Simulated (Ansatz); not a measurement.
Working through Fermi-surface readings of TaF₃, space group Pm-3m

Program: the Ansatz DFT code, driven from Python.

The script reads `POSCAR_taf3`:
```text
TaF3
1.0
   4.16664600    0.00000000    0.00000000
   0.00000000    4.16664600    0.00000000
   0.00000000    0.00000000    4.16664600
Ta F
1 3
Direct
   0.00000000    0.00000000    0.00000000
   0.00000000    0.50000000    0.00000000
   0.50000000    0.00000000    0.00000000
   0.00000000    0.00000000    0.50000000
```

The cells in order, each with its output:

```python
import warnings

import ansatz as az
from ase.io import read

warnings.simplefilter("ignore", az.DeckWarning)
```

```python
atoms = read("POSCAR_taf3", format="vasp")
structure = az.Crystal.from_ase(atoms)

structure.resolved().tree()["lattice"]
```

    ((4.166646, 0.0, 0.0), (0.0, 4.166646, 0.0), (0.0, 0.0, 4.166646))

```python
calculation = (
    structure.calculation()
    .functional("pbe", dispersion="d3bjatm")
    .occupations("Gaussian")
    .kpoints(6, 6, 6)
    .eigenstates(nscf_kmesh=(8, 8, 8), level_slopes=True)
)
surface = calculation.run(threads=1, backend="cpu").fermi_surface().to_plain()
for way, reading in surface.items():
    if reading:
        rho_lambda = [f"{v:.3e}" for v in reading["resistivity_times_mean_free_path_ohm_m2"]]
        print(f"{way:24s} area {reading['spin_summed_area_per_ang2']:8.3f} 1/A^2  rho*lambda (ohm m^2) {rho_lambda}")
```

    by_tetrahedra            area   27.508 1/A^2  rho*lambda (ohm m^2) ['1.111e-15', '1.111e-15', '1.111e-15']
    by_slopes                area   24.577 1/A^2  rho*lambda (ohm m^2) ['1.244e-15', '1.244e-15', '1.244e-15']
    on_every_second_point    area   26.643 1/A^2  rho*lambda (ohm m^2) ['1.147e-15', '1.147e-15', '1.147e-15']

Notes:
- The run is spin-unpolarised.
- Dispersion corrections can be off by several per cent in the lattices of metals, and by several GPa in the pressure at a fixed cell.
- For a metal this k-point mesh is coarse: on a finer one energies can move by several to tens of meV an atom and pressures by half a GPa or more, differences at one mesh by less.
- Spin-orbit coupling, which matters for elements this heavy, is left out.
- The structure comes from a database of computed cells and needn't be a stable or known phase.
- The three readings differ by the mesh error.
- Run time: 4 s on 1 thread of Intel(R) Xeon(R) Platinum 8488C (Sapphire Rapids) (shared host), peak memory 0.45 GiB.

(Lines on the test bed's own set-up are left out of the output.)
